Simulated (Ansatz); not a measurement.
# CHIN: the cost of one run

Computed with Ansatz 0.2.0 (the levels named in each step, unless a step's input says otherwise).

### Step 1. The system as given

Bond lengths: C1–N2 1.137 Å, C1–H4 1.060 Å. Angles: N2–C1–H4 179.8°.

Structure file:

```xyz
4

C    -0.2967   -3.1785   -0.3287
N    -0.6950   -4.2212   -0.1120
I     0.1042    0.7842    0.0477
H     0.0730   -2.2052   -0.5286
```

### Step 2. A rough first relaxation, PBE-D4/def2-SVP

Contents of input.yaml:

```yaml
crystal:
  periodic: [false, false, false]
  atoms:
    - { symbol: C, position_ang: [-0.29666, -3.17849, -0.32866] }
    - { symbol: "N", position_ang: [-0.69497, -4.22119, -0.11199] }
    - { symbol: I, position_ang: [0.1042, 0.78424, 0.04766] }
    - { symbol: H, position_ang: [0.07298, -2.20519, -0.52858] }
magnetization:
  spin_polarized: true
  initial_magnetization: 1
basis:
  gaussian: { orbitals: def2-SVP }
hamiltonian:
  xc: pbe
  dispersion: d4
relax:
  f_tol: 0.03
  max_steps: 200
```

On the command line:

```
$ ansatz run input.yaml --threads 2 --pin off --max-ram 5120MiB --backend cpu --events-out ev --progress --plain --runs-dir out
```

**Question.** How long does this run take on 2 threads of Intel Xeon Platinum 8259CL at 2.50GHz (Skylake/Cascade Lake), shared host, and how much memory does it need?

About 75 s, with a peak of 0.17 GiB.
